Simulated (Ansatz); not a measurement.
# GaBGeH (doublet): wave-function methods side by side, cc-pVDZ

The task here is to estimate one member of a computed series from the others.

Method: cc-pVDZ, core rule «outside noble gas», up to 29 orbitals frozen; program: Ansatz 0.2.0, Gaussian basis.

Plan: UHF; CCSD(T) on ROHF; CCSD(T) on UHF; BCCD(T) on ROHF; CISD as a restricted active space (open shells left free, so some higher excitations enter); CCSDT(Q) on ROHF; CCSDT(Q) on UHF; CASSCF and MRCISD+Q, 9 electrons in 9 orbitals; CASSCF and MRCISD+Q(relaxed), 9 electrons in 9 orbitals; CASSCF and NEVPT2, 9 electrons in 9 orbitals.

30 further runs of the same task are left out: 1 for a known fault of the program, 17 that didn't finish, 12 set aside as unsound or not needed. Runs told in other sessions of the task aren't counted.

## What is computed

The geometry is a PBE0/def2-TZVP stationary point (not a proven minimum). No spin-orbit coupling is included. The filled d shell of Ge, Ga may be among the frozen orbitals whatever the setting's name suggests.

4 atoms, charge 0, spin multiplicity 2.

Atoms are counted from 1 here; the program's logs count them from 0.

Bond lengths: B1–Ge2 1.905 Å, B1–Ga3 2.267 Å, B1–H4 1.191 Å, Ge2–Ga3 2.453 Å. Angles: Ge2–B1–Ga3 71.4°, Ge2–B1–H4 173.7°, Ga3–B1–H4 114.9°, B1–Ge2–Ga3 61.2°, B1–Ga3–Ge2 47.4°.

Set-up of the first run:

The input, in.yaml:

```yaml
crystal:
  periodic: [false, false, false]
  atoms:
    - {symbol: B, position_ang: [0.000000, 1.527222, 0.299579]}
    - {symbol: Ge, position_ang: [0.000000, -0.162376, 1.179334]}
    - {symbol: Ga, position_ang: [0.000000, -0.105776, -1.273239]}
    - {symbol: H, position_ang: [0.000000, 2.638250, -0.130505]}
basis:
  gaussian: {orbitals: cc-pVDZ}
magnetization: {spin_polarized: true, initial_magnetization: 1}
hamiltonian: {xc: hf}
output: {orbitals: {seedname: orbitals}}
```

Run with:

```console
ansatz run in.yaml --threads 1 --pin off --events-out ev --progress --plain --max-ram 2393MiB
```

Steps of the session up to this table: UHF; CCSD(T) on ROHF; CCSD(T) on UHF; BCCD(T) on ROHF; CISD as a restricted active space (open shells left free, so some higher excitations enter); CCSDT(Q) on ROHF; CCSDT(Q) on UHF; CASSCF and MRCISD+Q, 9 electrons in 9 orbitals; CASSCF and MRCISD+Q(relaxed), 9 electrons in 9 orbitals; CASSCF and NEVPT2, 9 electrons in 9 orbitals.

One of the session's tables, all rows but one given; the rest of the session is left out.

| method | from UCCSDT(Q) (meV) |
| --- | --- |
| ROHF | +7100.7 |
| UHF | +6950.5 |
| RMP2 | +1179.7 |
| UMP2 | +1250.6 |
| RCCSD | +498.8 |
| UCCSD | +484.8 |
| RCCSD(T) | +79.3 |
| UCCSD(T) | ? |
| BCCD(T) | +77.9 |
| RCCSDT | +45.9 |
| UCCSDT | +40.5 |
| RCCSDT(Q) | +6.7 |
| UCCSDT(Q) | 0 |
| CASSCF frontier | +4762.2 |
| NEVPT2 frontier | +1143.8 |
| MRCISD frontier | +511.1 |
| MRCISD+Q frontier | +56.3 |
| MRCISD+Q(relaxed) frontier | +26.2 |

Q: Estimate the row for UCCSD(T) from the others.

As computed: from UCCSDT(Q) (meV): +80.6. In the column «from UCCSDT(Q) (meV)» it lies between RCCSD(T) (+79.3) and UCCSD (+484.8).

Not comparable, so not listed: CISD as a restricted active space (open shells left free, so some higher excitations enter) (they don't share determinant, frozen orbitals or solution with the rows shown, or repeat one).

To keep in mind: Restricted and unrestricted rows rest on different reference determinants; a gap between their highest levels can come from leftover correlation error, from unlike frozen cores or from another state.
